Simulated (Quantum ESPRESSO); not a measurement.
SiSbAu4 under changes of volume

One of the cells (18.425 Å³/atom); the others are scaled copies at fixed shape and fractional positions:

```
Si Sb Au
1.0
     4.27435    0.00000    0.00000
     0.00000    4.27435    0.00000
     0.00000    0.00000    6.05089
Si Sb Au
1 1 4
Cartesian
  2.1372 2.1372 3.0254
  0.0000 0.0000 0.0000
  2.1372 0.0000 4.5168
  0.0000 2.1372 1.5341
  2.1372 0.0000 1.5341
  0.0000 2.1372 4.5168
```

The cell was built by a generator and needn't be a form met in nature.

```yaml
Program: Quantum ESPRESSO 7.5
Functional: WC
Potentials_or_basis: Ansatz NC SR PBE
Cutoff: 1088 eV
Density_cutoff: 4354 eV
k_mesh: 3 × 3 × 3
Occupations: fermi-dirac, width 0.136 eV
Spin: no spin polarisation
```

| volume (Å³/atom) | energy over the lowest point (meV/atom) | pressure (GPa) | largest force (eV/Å) |
| --- | --- | --- | --- |
| 17.320 | 179.20 | 25.2 | 1.836 |
| 17.688 | 126.84 | 20.4 | 1.732 |
| 18.057 | 84.87 | 16.1 | 1.635 |
| 18.425 | ? | ? | ? |
| 18.794 | 27.71 | 9.0 | 1.461 |
| 19.162 | 10.60 | 6.1 | 1.382 |
| 19.531 | 0.00 | 3.4 | 1.309 |

Question: What does the run at 18.425 Å³/atom give?

Answer: Energy over the lowest point 52.16 meV/atom; pressure 12.4 GPa; largest force 1.545 eV/Å.

Worked out: A Birch-Murnaghan fit of order 3 (a polynomial in V^(-2/3)) to the other rows has its minimum at 20.05 Å³/atom, just outside them, with B0 = V·E''(V) = 116 GPa and B' = 5.4 at fixed shape and positions, which overstates the stiffness. It gives 52.20 meV/atom at 18.425 Å³/atom, against the run's 52.16, and -dE/dV = 12.4 GPa, against 12.4.

Energies are extrapolated to zero smearing.

Caveats: all runs use coarse meshes; the potentials were made for another functional, which shifts forces and pressure.
